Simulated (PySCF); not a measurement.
# FeSe: from the state search to spectroscopic constants

One table from this session's results is given with a row withheld; the runs are named, their logs left out.

Method: Fe def2-TZVPP, Se def2-TZVPP, no relativity; program: PySCF 2.14.0.

Set-up of the first run:

A driver script around PySCF takes these settings:

* atoms: Fe, Se
* charge: 0
* basis: Fe def2-TZVPP, Se def2-TZVPP
* Hamiltonian: no relativity
* basis functions: 112
* electrons treated: 60
* masses in u: 55.9349, 79.9165
* levels: PBE0, PBE, r²SCAN, M06-L, M06, r²SCANh, M06-2X, CAM-B3LYP, HF, MP2, SCS-MP2
* grid: 80 radial by 434 angular points
* occupations: held fixed by the projection of orbital angular momentum
* dissociation limit: Fe + Se, each in its ground configuration
* starting distance in angstrom: 2.240
* values of 2S to try: 0, 2, 4, 6, 8

Run with:

```
OMP_NUM_THREADS=2 python dia.py task.json out
```

Steps of the session up to this table: Input; First curve: PBE0; Excited determinants; PBE (GGA); r²SCAN; M06-L (meta-GGA); M06 (hybrid meta-GGA); r²SCANh (hybrid meta-GGA); M06-2X; CAM-B3LYP (range-separated hybrid); ROHF (mean field).

One table of the session follows, with a row left open; its other results are not shown here.

It belongs to the step «The curves together». Energy (eV) from each level's lowest point:

| R (Å) | ROHF | ROHF-MP2 | ROHF-SCS-MP2 | PBE | r²SCAN |
| --- | --- | --- | --- | --- | --- |
| 1.852 | 2.423 | 1.237 | 1.408 | 1.176 | 1.142 |
| 1.938 | 1.355 | 0.579 | 0.691 | 0.513 | 0.486 |
| 2.024 | 0.664 | 0.200 | 0.265 | 0.155 | 0.137 |
| 2.088 | 0.334 | 0.055 | 0.089 | 0.032 | 0.022 |
| 2.153 | ? | ? | ? | ? | ? |
| 2.218 | 0.025 | 0.016 | 0.000 | 0.038 | 0.049 |
| 2.304 | 0.000 | 0.119 | 0.075 | 0.166 | 0.195 |
| 2.411 | 0.096 | 0.339 | 0.263 | 0.410 | 0.462 |
| 2.541 | 0.318 | 0.684 | 0.571 | 0.768 | 0.849 |
| 2.713 | 0.682 | 1.204 | 1.043 | 1.284 | 1.398 |

Q: Estimate the row for R (Å) = 2.153 from the others.

Worked estimate for «ROHF». A straight line through the neighbours (2.088, 0.334) and (2.218, 0.025) gives 0.334 + (0.025 − 0.334) × (2.153 − 2.088) / (2.218 − 2.088) = 0.180; a parabola fitted to 4 rows on both sides gives 0.132.

As computed: ROHF: 0.130; ROHF-MP2: 0.000; ROHF-SCS-MP2: 0.007; PBE: 0.000; r²SCAN: 0.000. In «ROHF» the line misses by +0.050 and the parabola by +0.002.

Limits of these values: The state is the lowest single determinant that the PBE0 search found; with open d or f shells the true ground state can be another one. At some levels the lowest empty orbital lies below the highest filled one (the two can be of opposite spin).
